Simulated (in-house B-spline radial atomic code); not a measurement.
# Tm³⁵⁺: excited configurations

Wanted: excitation energies of Tm³⁵⁺ as differences of total energies (ΔSCF).

Method: Dirac-Hartree-Fock, average of configuration, Fermi nucleus, basis-set limit. Code: in-house B-spline radial atomic code version 1.

## 1. The system

```
element       : thulium (Z = 69)
charge        : +35
electrons     : 34
configuration : [Ar] 3d10 4s2 4p4
Hamiltonian   : Dirac-Coulomb
nucleus       : Fermi, rms radius 5.226 fm
```

Outer shells as boxes (Hund's rule):

[Ar] 3d10 4s2 4p4
```
[Ar] core
3d [↑↓][↑↓][↑↓][↑↓][↑↓]
4s [↑↓]
4p [↑↓][↑ ][↑ ]
```

The boxes draw the filling by Hund's rule, which heavy ions in jj coupling don't follow; these runs average over all states of the configuration.

Settings, as recorded:

```ini
Z = 69
electrons = 34.0
configuration = [Ar] 3d10 4s2 4p4
hamiltonian = dirac
method = hf
spin_polarised = False
nucleus = fermi
rms_radius = 5.2256
mass_number = 169
atomic_mass = 168.934218956
speed_of_light = 137.035999084
```

This reference run was done before. Its total energy is -12873.574281 hartree, and its levels are (the highest eight at most):

| orbital | occupation | energy (eV) | <r> (bohr) |
| --- | --- | --- | --- |
| 3s1/2 | 2 | -3751.09 | 0.2170 |
| 3p1/2 | 2 | -3533.99 | 0.2071 |
| 3p3/2 | 4 | -3316.15 | 0.2199 |
| 3d3/2 | 4 | -2956.55 | 0.1933 |
| 3d5/2 | 6 | -2909.21 | 0.1973 |
| 4s1/2 | 2 | -1700.87 | 0.4452 |
| 4p1/2 | 1.33333 | -1608.74 | 0.4435 |
| 4p3/2 | 2.66667 | -1542.76 | 0.4625 |

## 2. Run with [Ar] 3d9 4s2 4p4 6d1

Settings, as recorded:

```ini
Z = 69
electrons = 34.0
configuration = [Ar] 3d9 4s2 4p4 6d1
hamiltonian = dirac
method = hf
spin_polarised = False
nucleus = fermi
rms_radius = 5.2256
mass_number = 169
atomic_mass = 168.934218956
speed_of_light = 137.035999084
```

## 3. Run with [Ne] 3s2 3p5 3d10 4s2 4p4 7s1

Settings: those of step 2 with these lines changed.

```diff
@@ -2,3 +2,3 @@
 electrons = 34.0
-configuration = [Ar] 3d9 4s2 4p4 6d1
+configuration = [Ne] 3s2 3p5 3d10 4s2 4p4 7s1
 hamiltonian = dirac
```

## 4. Run with [Ne] 3s2 3p5 3d10 4s2 4p4 6s1

Settings: those of step 3 with these lines changed.

```diff
@@ -2,3 +2,3 @@
 electrons = 34.0
-configuration = [Ne] 3s2 3p5 3d10 4s2 4p4 7s1
+configuration = [Ne] 3s2 3p5 3d10 4s2 4p4 6s1
 hamiltonian = dirac
```

## 5. Run with [Ne] 3s2 3p5 3d10 4s2 4p4 4d1

Settings: those of step 4 with these lines changed.

```diff
@@ -2,3 +2,3 @@
 electrons = 34.0
-configuration = [Ne] 3s2 3p5 3d10 4s2 4p4 6s1
+configuration = [Ne] 3s2 3p5 3d10 4s2 4p4 4d1
 hamiltonian = dirac
```

## 6. [Ar] 3d10 4s2 4p3 7p1

Settings: those of step 5 with these lines changed.

```diff
@@ -2,3 +2,3 @@
 electrons = 34.0
-configuration = [Ne] 3s2 3p5 3d10 4s2 4p4 4d1
+configuration = [Ar] 3d10 4s2 4p3 7p1
 hamiltonian = dirac
```

Before running: How far above the reference does each configuration lie (order and size, in eV)?

As calculated:

| net move | configuration | energy above the reference (eV) | with Breit, QED, recoil (eV) | largest <r> (bohr) |
| --- | --- | --- | --- | --- |
| 4p → 7p | [Ar] 3d10 4s2 4p3 7p1 | 1135.15 | 1133.89 | 1.70 |
| 3p → 4d | [Ne] 3s2 3p5 3d10 4s2 4p4 4d1 | 1976.89 | 1972.49 | 0.460 |
| 3d → 6d | [Ar] 3d9 4s2 4p4 6d1 | 2358.72 | 2356.71 | 1.23 |
| 3p → 6s | [Ne] 3s2 3p5 3d10 4s2 4p4 6s1 | 2745.41 | 2740.96 | 1.16 |
| 3p → 7s | [Ne] 3s2 3p5 3d10 4s2 4p4 7s1 | 2933.88 | 2929.22 | 1.64 |

Quantum defects of the promoted electron, δ = n − ζ/√(−2ε) with ζ = 36 and ε its orbital energy in hartree:

| promotion | δ |
| --- | --- |
| 4p → 7p | 0.589 |
| 3d → 6d | 0.406 |
| 3p → 6s | 0.745 |
| 3p → 7s | 0.740 |

The energies run from 1135.15 eV (4p → 7p) to 2933.88 eV (3p → 7s). Koopmans' estimate of the ionisation threshold is 1542.76 eV; 4 configurations exceed it by over 2 % and could autoionise. Of those tabulated, the defect is largest for 6s (0.74) and least for 6d (0.41); at this charge much of the defect is relativistic. Two partly filled shells share a symmetry and can mix in the average, which may lower the energy, for: 4p → 7p; 3p → 4d; 3d → 6d; 3p → 6s; 3p → 7s. These are averages over configurations, without correlation, not spectroscopic levels.
